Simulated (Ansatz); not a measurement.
**C2H3B2Cl: how energies converge with the basis set**

The task here is to estimate one member of a computed series from the others.

Program: Ansatz 0.2.0, Gaussian basis. Level of theory: one geometry, several basis sets. These are calculated values, not measurements.

Plan: PBE0-D4/def2-SVP; ωB97M-V/def2-SVP; PBE0-D4/def2-QZVPP; ωB97M-V/def2-QZVPP; the functionals' def2-TZVPP values are taken from earlier runs.

## Structure used throughout

All runs share one geometry, relaxed beforehand with PBE0-D4 in a triple-zeta def2 set.

8 atoms, charge 0, spin multiplicity 1.

Atoms are counted from 1 here; the program's logs count them from 0.

Bond lengths: Cl1–C2 1.775 Å, C2–C3 1.416 Å, C2–B5 1.594 Å, C2–H6 1.084 Å, C3–B4 1.372 Å, C3–B5 1.533 Å, B4–B5 1.717 Å, B4–H7 1.173 Å, B5–H8 1.179 Å. Angles: Cl1–C2–C3 119.4°, Cl1–C2–B5 117.7°, Cl1–C2–H6 109.7°, C3–C2–B5 60.9°, C3–C2–H6 121.0°, B5–C2–H6 121.0°, C2–C3–B4 137.5°, C2–C3–B5 65.3°, B4–C3–B5 72.2°, C3–B4–B5 58.2°, C3–B4–H7 163.0°, B5–B4–H7 138.7°, C2–B5–C3 53.8°, C2–B5–B4 103.3°, C2–B5–H8 134.7°, C3–B5–B4 49.5°, C3–B5–H8 171.4°, B4–B5–H8 122.0°.

Set-up of the first run:

Contents of in.yaml:

```yaml
crystal:
  periodic: [false, false, false]
  atoms:
    - {symbol: Cl, position_ang: [-0.631039, 0.808995, 2.288773]}
    - {symbol: C, position_ang: [0.458711, 0.349114, 0.964820]}
    - {symbol: C, position_ang: [0.166206, 0.773213, -0.354342]}
    - {symbol: B, position_ang: [-0.331649, 0.221309, -1.507638]}
    - {symbol: B, position_ang: [-0.071090, -0.718445, -0.094052]}
    - {symbol: H, position_ang: [1.479950, 0.317812, 1.326880]}
    - {symbol: H, position_ang: [-0.690449, 0.067828, -2.614300]}
    - {symbol: H, position_ang: [-0.288440, -1.876926, -0.066141]}
basis:
  gaussian: {orbitals: def2-SVP}
hamiltonian: {xc: pbe0, dispersion: d4}
output: {orbitals: {seedname: orbitals}}
```

On the command line:

```
ansatz run in.yaml --threads 2 --pin off --events-out ev --progress --plain --max-ram 4352MiB
```

Steps of the session up to this table: PBE0-D4 in def2-SVP; ωB97M-V in def2-SVP; PBE0-D4 in def2-QZVPP; ωB97M-V in def2-QZVPP.

One of the session's tables, all rows but one given; the rest of the session is left out.

```
functional       basis  HOMO (eV)
   PBE0-D4    def2-SVP      -7.75
   PBE0-D4  def2-TZVPP      -7.81
   PBE0-D4  def2-QZVPP      -7.84
   ωB97M-V    def2-SVP          ?
   ωB97M-V  def2-TZVPP      -9.96
   ωB97M-V  def2-QZVPP      -9.99
```

**Question.** Estimate the row for ωB97M-V, def2-SVP.

**Answer.** HOMO (eV): -9.86. In the column «HOMO (eV)» it lies between ωB97M-V, def2-TZVPP (-9.96) and PBE0-D4, def2-QZVPP (-7.84).
